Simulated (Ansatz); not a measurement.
# GeH4OSi, SMILES [O]1[SiH2][GeH2]1: energies of removing a hydrogen

Program: Ansatz's Python interface.

Run as a notebook:

**Cell 1**
```python
import ansatz as az


def energy(molecule, charge=0, unpaired=0):
    calc = molecule.calculation().basis(gaussian="def2-SVP").functional("pbe0")
    if charge:
        calc = calc.charge(charge)
    if unpaired:
        calc = calc.spin("collinear", total=unpaired)
    report = calc.run().report
    if report["published_state_doubts"]:
        print("  doubts:", report["published_state_doubts"])
    return report["free_energy_ev"]

def without(molecule, index):
    rest = az.Crystal.molecule()
    for i, site in enumerate(molecule.cartesian_sites):
        if i != index:
            rest = rest.atom(site.symbol, site.position_ang)
    return rest
```

**Cell 2**
```python
geometry_ang = [
    ("O", (-0.7363, -0.5624, 0.7414)),
    ("Si", (-0.6646, -0.2419, -0.9486)),
    ("Ge", (0.7702, 0.3385, 0.7251)),
    ("H", (-0.2958, -1.4779, -1.6698)),
    ("H", (-1.6029, 0.7963, -1.3946)),
    ("H", (0.6361, 1.7447, 1.399)),
    ("H", (1.9545, -0.6654, 1.1018)),
]
mol = az.Crystal.molecule()
for symbol, xyz in geometry_ang:
    mol = mol.atom(symbol, xyz)
```

**Cell 3**
```python
whole = energy(mol, 0)
hydrogen = energy(az.Crystal.molecule().atom("H", (0, 0, 0)), 0, 1)
print(f"E(molecule) = {whole:.5f} eV, E(H) = {hydrogen:.5f} eV")
for index in [4, 6]:
    radical = energy(without(mol, index), 0, 1)
    print(f"H{index}: homolysis {23.060548 * (radical + hydrogen - whole):.1f} kcal/mol")
    anion = energy(without(mol, index), -1)
    print(f"H{index}: loss of a proton {23.060548 * (anion - whole):.1f} kcal/mol")
```
Output:
```text
E(molecule) = -66483.45057 eV, E(H) = -13.61361 eV
H4: homolysis 84.0 kcal/mol
H4: loss of a proton 367.5 kcal/mol
H6: homolysis 77.5 kcal/mol
H6: loss of a proton 363.7 kcal/mol
```

Total energies depend on the basis set; only differences at equal settings carry meaning. The geometry is a force-field or estimated start, not a minimum of this method, and the basis set is short of its limit. All parts are taken at fixed geometry, without zero-point energy. Anions want diffuse functions, which this basis lacks. Run time: 12 s on 1 thread of Intel(R) Xeon(R) Platinum 8488C (Sapphire Rapids), with other jobs on the host, peak memory 0.27 GiB.

(Lines on the test bed's own set-up are left out of the output.)
